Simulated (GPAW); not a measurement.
NiMoIrPdW:

```
CELL_PARAMETERS angstrom
2.76078 0.00000 0.00000
-1.38039 2.39090 0.00000
0.00000 0.00000 11.34051
ATOMIC_POSITIONS crystal
Ni 0.00000 0.00000 0.70917
Mo 0.66667 0.33333 0.29425
Pd 0.66667 0.33333 0.89901
Ir 0.00000 0.00000 0.10604
W 0.66667 0.33333 0.52921
```

The cell was built by a generator and needn't be a form met in nature.

Base run:

* Program: GPAW 26.7.0
* Functional: LDA
* Potentials or basis: the program's PAW data sets (release 1.2.1) made for this functional
* Cutoff: 600 eV
* Basis: pw
* k mesh: 8 × 8 × 2
* Occupations: fermi-dirac, width 0.05 eV
* Spin: collinear spin, ferromagnetic start
* Starting moments: [1.0, 1.0, 0.0, 0.6, 0.0] μB

Its results: pressure -14.6 GPa; net moment 0.00 μB per cell; largest force 0.263 eV/Å.

Task: After a change of settings the same cell gave: pressure 3.0 GPa; net moment 0.00 μB per cell; largest force 0.315 eV/Å. Which change was it?
A. functional from LDA to revPBE
B. functional from LDA to AM05; potentials or basis from the program's PAW data sets (release 1.2.1) made for this functional to PAW data sets generated in the run's folder for this functional
C. functional from LDA to PBEsol; potentials or basis from the program's PAW data sets (release 1.2.1) made for this functional to PAW data sets generated in the run's folder for this functional
D. functional from LDA to PW91; potentials or basis from the program's PAW data sets (release 1.2.1) made for this functional to PAW data sets generated in the run's folder for this functional

Result: A.

revPBE binds less tightly than LDA, so the same cell stands under more pressure.

Caveats: the stock nickel data set gives pressures a few GPa off other programs.

Runs at the PBE level aren't shown here.
